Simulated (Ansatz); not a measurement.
# SiAsH3 (singlet): the correlation ladder at a displaced geometry (v1), cc-pVDZ

An exercise on one series of results from a longer session: the logs are not shown, and one member is left open.

Computed with Ansatz 0.2.0, Gaussian basis. Level: cc-pVDZ, core rule «outside noble gas», up to 19 orbitals frozen.

Plan: UHF; CCSD(T) on RHF; CCSD(T) on UHF; BCCD(T) on RHF; CISD; CCSDT(Q) on RHF; CCSDT(Q) on UHF.

12 further runs of the same task are left out: 6 that didn't finish, 6 set aside as unsound or not needed. Runs told in other sessions of the task aren't counted.

## The system

The geometry is a PBE0/def2-TZVP stationary point (not a proven minimum) with its atoms shifted at random (size 0.040 Å). No spin-orbit coupling is included. The filled d shell of As may be among the frozen orbitals whatever the setting's name suggests.

5 atoms, charge 0, spin multiplicity 1.

Atoms are counted from 1 here; the program's logs count them from 0.

Bond lengths: Si1–As2 2.353 Å, Si1–H3 1.484 Å, As2–H4 1.556 Å, As2–H5 1.596 Å. Angles: As2–Si1–H3 87.0°, Si1–As2–H4 102.7°, Si1–As2–H5 102.2°, H4–As2–H5 93.3°.

Set-up of the first run:

The input, in.yaml:

```yaml
crystal:
  periodic: [false, false, false]
  atoms:
    - {symbol: Si, position_ang: [-0.040922, 0.107279, 1.710682]}
    - {symbol: As, position_ang: [0.040419, -0.023299, -0.637041]}
    - {symbol: H, position_ang: [0.075501, -1.372213, 1.719570]}
    - {symbol: H, position_ang: [-1.052240, -1.083710, -0.958564]}
    - {symbol: H, position_ang: [-0.887423, 1.198538, -1.075732]}
basis:
  gaussian: {orbitals: cc-pVDZ}
magnetization: {spin_polarized: true, initial_magnetization: 0}
hamiltonian: {xc: hf}
output: {orbitals: {seedname: orbitals}}
```

Launch:

```sh
ansatz run in.yaml --threads 1 --pin off --events-out ev --progress --plain --max-ram 2393MiB
```

Among the steps run: UHF; CCSD(T) on RHF; CCSD(T) on UHF; BCCD(T) on RHF; CISD; CCSDT(Q) on RHF; CCSDT(Q) on UHF.

One table of the session follows, with a row left open; its other results are not shown here.

| method | from RCCSDT(Q) (kJ/mol) |
| --- | --- |
| RHF | +654.2 |
| UHF | ? |
| RMP2 | +137.6 |
| CISD | +87.3 |
| RCCSD | +24.6 |
| RCCSD(T) | +4.7 |
| BCCD(T) | +4.5 |
| RCCSDT | +1.3 |
| RCCSDT(Q) | 0 |

Q: Estimate the row for UHF from the others.

The run gave: from RCCSDT(Q) (kJ/mol): +649.8. In the column «from RCCSDT(Q) (kJ/mol)» it lies between RMP2 (+137.6) and RHF (+654.2).

Not comparable, so not listed: CCSD(T) on UHF; CCSDT(Q) on UHF (they don't share determinant, frozen orbitals or solution with the rows shown, or repeat one).

To keep in mind: Warnings: restricted reference is unstable; spin contamination; large T1 diagnostic.
